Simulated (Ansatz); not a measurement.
# LiSi16: the cost of one run

All numbers below are computed with Ansatz 0.2.0 (DFT PBEsol, plane waves, PAW, scalar-relativistic, collinear spin).

## (1) The system as given

The cell holds 17 atoms (LiSi16): a = 7.679 Å, b = 7.679 Å, c = 7.679 Å, α = 60.00°, β = 60.00°, γ = 60.00°.

The coordinates stand in the first input below.

## (2) Preparing the start

input.yaml reads:

```yaml
crystal:
  lattice:
    - [0.0, 5.43, 5.43]
    - [5.43, 0.0, 5.43]
    - [5.43, 5.43, 0.0]
  atoms:
    - { symbol: Si, position: [0.0, 0.0, 0.0] }
    - { symbol: Si, position: [0.125, 0.125, 0.125] }
    - { symbol: Si, position: [0.0, 0.0, 0.5] }
    - { symbol: Si, position: [0.125, 0.125, 0.625] }
    - { symbol: Si, position: [0.0, 0.5, 0.0] }
    - { symbol: Si, position: [0.125, 0.625, 0.125] }
    - { symbol: Si, position: [0.0, 0.5, 0.5] }
    - { symbol: Si, position: [0.125, 0.625, 0.625] }
    - { symbol: Si, position: [0.5, 0.0, 0.0] }
    - { symbol: Si, position: [0.625, 0.125, 0.125] }
    - { symbol: Si, position: [0.5, 0.0, 0.5] }
    - { symbol: Si, position: [0.625, 0.125, 0.625] }
    - { symbol: Si, position: [0.5, 0.5, 0.0] }
    - { symbol: Si, position: [0.625, 0.625, 0.125] }
    - { symbol: Si, position: [0.5, 0.5, 0.5] }
    - { symbol: Si, position: [0.625, 0.625, 0.625] }
    - { symbol: Li, position: [0.7474589, 0.2440536, 0.7472077], spin: 1.0 }
magnetization:
  spin_polarized: true
basis:
  ecutwfc: 420.0
kpoints:
  mp_grid: { grid: [2, 2, 2] }
hamiltonian:
  xc: pbesol
  pseudopotentials: { kind: paw, azcp: { folder: soft_1 } }
scf:
  occupations: { method: fermi_dirac, width: 0.05 }
  lower_state_search: "off"
relax:
  f_tol: 0.08
  max_steps: 25
  adjacent_minimum: "off"
```

Run with:

```sh
$ ansatz run input.yaml --threads 1 --pin off --max-ram 3072MiB --backend cpu --events-out ev --progress --plain --runs-dir out
```

Q: Estimate wall time and peak memory on 1 thread of Arm Neoverse V1, shared host.

About 44 s, with a peak of 0.65 GiB.
